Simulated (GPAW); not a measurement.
Set up this calculation in GPAW 26.7.0, as an ASE script.

- Task: band structure
- Functional: PBE
- Potentials or basis: GPAW PAW data sets (gpaw-data 1.2.1)
- Cutoff: 600 eV
- Basis: pw
- k mesh: 11 × 11 × 3
- Occupations: fermi-dirac, width 0.05 eV
- Spin: collinear spin, ferromagnetic start, spin-orbit coupling
- Starting moments: [1.0, 1.0, 0.0, 0.6, 0.0] μB
- Ranks: 8
- Maxiter: 150
- Band path: GMKGALHA,LM,KH
- Band points: 60
- spin axis theta (degrees): 90
- spin axis phi (degrees): 0
- Soc after scf: second variation

The system is NiMoIrPdW.

```xyz
5
Lattice="2.7608 0.0000 0.0000 -1.3804 2.3909 0.0000 0.0000 0.0000 11.3405" Properties=species:S:1:pos:R:3 pbc="T T T"
Ni    0.0000    0.0000    8.0423
Mo    1.3804    0.7970    3.3369
Pd    1.3804    0.7970   10.1952
Ir    0.0000    0.0000    1.2025
W     1.3804    0.7970    6.0015
```

The cell was built by a generator and needn't be a form met in nature.

The input as run:

run.py

```python
import numpy as np
from ase import Atoms
from ase.dft.bandgap import bandgap
from ase.io import write
from ase.units import GPa
from ase.parallel import parprint
from gpaw import GPAW, PW
from gpaw.spinorbit import soc_eigenstates

atoms = Atoms(['Ni', 'Mo', 'Pd', 'Ir', 'W'],
              cell=[[2.760777569, 0.0, 0.0],
                    [-1.3803887845, 2.3909035089, 0.0],
                    [0.0, 0.0, 11.34051]],
              scaled_positions=[[0.0, 0.0, 0.70917],
                                [0.6666666667, 0.3333333333, 0.29425],
                                [0.6666666667, 0.3333333333, 0.89901],
                                [0.0, 0.0, 0.10604],
                                [0.6666666667, 0.3333333333, 0.52921]],
              pbc=True)
atoms.set_initial_magnetic_moments([1.0, 1.0, 0.0, 0.6, 0.0])

calc = GPAW(mode=PW(600),
            xc='PBE',
            kpts={'size': (11, 11, 3), 'gamma': True},
            occupations={'name': 'fermi-dirac', 'width': 0.05},
            nbands=64,
            convergence={'density': 1e-05, 'energy': 1e-05},
            maxiter=150,
            txt='gpaw.txt')
atoms.calc = calc
energy = atoms.get_potential_energy()
forces = atoms.get_forces()
stress = atoms.get_stress()
calc.write('gs.gpw')
write('result.traj', atoms)
parprint(f'Energy: {energy:.6f} eV')
parprint('Forces (eV/A):')
parprint(forces.round(4))
parprint('Stress (GPa):', (stress / GPa).round(3))
parprint('Moments:', calc.get_magnetic_moments().round(3))
parprint('Fermi level:', round(calc.get_fermi_level(), 4), 'eV')
parprint(f'Gap: {bandgap(calc)[0]:.4f} eV, direct: {bandgap(calc, direct=True)[0]:.4f} eV')

path = atoms.cell.bandpath('GMKGALHA,LM,KH', npoints=60, eps=1e-4)
bs_calc = calc.fixed_density(kpts=path, symmetry='off', nbands=87,
                             convergence={'bands': 'CBM+6.0', 'eigenstates': 1e-6}, txt='bands.txt')
bs = bs_calc.band_structure()
bs.write('bs.json')
parprint(f'Gap on the path: {bandgap(bs_calc)[0]:.4f} eV')

soc = soc_eigenstates(bs_calc, theta=90, phi=0)
np.savetxt('soc_bands.dat', soc.eigenvalues(), fmt='%.4f')
mesh = soc_eigenstates('gs.gpw', theta=90, phi=0)
np.savetxt('soc_mesh.dat', mesh.eigenvalues(), fmt='%.4f')
parprint('Fermi level with spin-orbit coupling:', round(mesh.fermi_level, 4), 'eV')
```

Potentials or basis: GPAW PAW data sets (gpaw-data 1.2.1), pw.

Command:

```console
$ OMP_NUM_THREADS=1 mpirun -n 8 gpaw python run.py
```

It gave:

```json
{
  "Pressure": "-0.3 GPa",
  "Largest force": "0.250 eV/Å",
  "Band gap along the path": "none (metal or under the smearing width)",
  "Net moment": "0.00 μB per cell"
}
```

Caveat: the stock nickel data set gives pressures a few GPa off other programs; spin-orbit coupling was added after a scalar SCF, so levels and gaps hold it while energy, forces, pressure and moments don't; this program's spin-orbit splittings come out too wide for heavy elements.

It took 120 s on 8 MPI ranks on AMD EPYC 7R43 64-Core Processor (Zen 3) (shared host), peak memory 0.42 GiB a rank.
